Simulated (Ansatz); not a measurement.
**Si(vinyl)3(NMe2) (C8H15NSi): structure and electronic state**

What does Si(vinyl)3(NMe2) (C8H15NSi) look like as a singlet, and where do its frontier electrons sit?

Program: Ansatz 0.2.0, Gaussian basis. Level of theory: RKS PBE0-D4/def2-TZVP. These are calculated values, not measurements.

Levels to be run: relaxation at PBE-D4/def2-SVP; a single point at PBE0-D4/def2-TZVP.

### Step 1. Where the work starts

25 atoms, charge 0, spin multiplicity 1.

Atoms are counted from 1 here; the program's logs count them from 0.

Bond lengths: Si1–C2 1.893 Å, Si1–C7 1.898 Å, Si1–C12 1.891 Å, Si1–N17 1.729 Å, C2–C3 1.323 Å, C2–H4 1.083 Å, C3–H5 1.078 Å, C3–H6 1.080 Å, C7–C8 1.324 Å, C7–H9 1.085 Å, C8–H10 1.078 Å, C8–H11 1.080 Å, C12–C13 1.322 Å, C12–H14 1.084 Å, C13–H15 1.078 Å, C13–H16 1.080 Å, N17–C18 1.441 Å, N17–C19 1.441 Å and more. Angles: C2–Si1–C7 108.3°, C2–Si1–C12 109.4°, C2–Si1–N17 108.3°, C7–Si1–C12 110.3°, C7–Si1–N17 114.3°, C12–Si1–N17 106.1°, Si1–C2–C3 124.9°, Si1–C2–H4 116.6°, C3–C2–H4 118.4°, C2–C3–H5 121.3°, C2–C3–H6 122.8°, H5–C3–H6 115.9°, Si1–C7–C8 124.7°, Si1–C7–H9 117.5°, C8–C7–H9 117.8°, C7–C8–H10 121.5°, C7–C8–H11 122.8°, H10–C8–H11 115.7° and more.

The start is a GFN2-xTB geometry.

### Step 2. Relaxation at PBE-D4/def2-SVP

Input file in.yaml:

```yaml
crystal:
  periodic: [false, false, false]
  atoms:
    - {symbol: Si, position_ang: [0.164390, 0.233960, 0.118120]}
    - {symbol: C, position_ang: [0.227760, 0.364520, 2.005060]}
    - {symbol: C, position_ang: [-0.751090, 0.011890, 2.822110]}
    - {symbol: H, position_ang: [1.130860, 0.782250, 2.432850]}
    - {symbol: H, position_ang: [-1.668840, -0.410600, 2.446960]}
    - {symbol: H, position_ang: [-0.683600, 0.116310, 3.895270]}
    - {symbol: C, position_ang: [1.944840, 0.159210, -0.535430]}
    - {symbol: C, position_ang: [2.891010, 1.040400, -0.249550]}
    - {symbol: H, position_ang: [2.201970, -0.662700, -1.195290]}
    - {symbol: H, position_ang: [2.700870, 1.880310, 0.399490]}
    - {symbol: H, position_ang: [3.894930, 0.970370, -0.642380]}
    - {symbol: C, position_ang: [-0.731460, 1.742810, -0.585820]}
    - {symbol: C, position_ang: [-0.176010, 2.658030, -1.361510]}
    - {symbol: H, position_ang: [-1.769900, 1.868870, -0.302930]}
    - {symbol: H, position_ang: [0.855760, 2.585680, -1.665930]}
    - {symbol: H, position_ang: [-0.714730, 3.520050, -1.727020]}
    - {symbol: N, position_ang: [-0.804890, -1.135480, -0.297890]}
    - {symbol: C, position_ang: [-1.500540, -1.227230, -1.556530]}
    - {symbol: C, position_ang: [-0.577000, -2.427930, 0.296560]}
    - {symbol: H, position_ang: [-0.932760, -1.807720, -2.294860]}
    - {symbol: H, position_ang: [-1.668230, -0.230410, -1.955550]}
    - {symbol: H, position_ang: [-2.467340, -1.719810, -1.412090]}
    - {symbol: H, position_ang: [-0.086200, -2.306490, 1.258040]}
    - {symbol: H, position_ang: [-1.531010, -2.942350, 0.448510]}
    - {symbol: H, position_ang: [0.051230, -3.063950, -0.340210]}
basis:
  gaussian: {orbitals: def2-SVP}
hamiltonian: {xc: pbe, dispersion: d4}
scf: {lower_state_search: "off"}
output: {orbitals: {seedname: orbitals}}
relax: {f_tol: 0.03, max_steps: 70}
```

Command:

```bash
$ ansatz run in.yaml --threads 2 --pin off --events-out ev --progress --plain --max-ram 22528MiB --backend cuda --devices 0, --max-vram 18GiB
```

Further steps of the session: Single point, PBE0-D4/def2-TZVP.

Q: Predict the results of all the runs planned. Wanted: point group; commonest bond, hydrogen aside; HOMO, LUMO at PBE0-D4/def2-TZVP; dipole at PBE-D4/def2-SVP.

The runs gave:

| quantity | value |
| --- | --- |
| point group | C1 |
| commonest bond, hydrogen aside | C–Si, 3 of mean length 1.883 Å |
| HOMO, LUMO at PBE0-D4/def2-TZVP | -6.12, -0.78 eV |
| dipole at PBE-D4/def2-SVP | 0.23 D |

What this shows: The molecule keeps its bonding pattern by the stored test; the atoms moved 0.59 Å (rms). No usable vibrations, so a minimum isn't proven. The point group is read from a loosely relaxed geometry; soft torsions can leave it below the true symmetry.
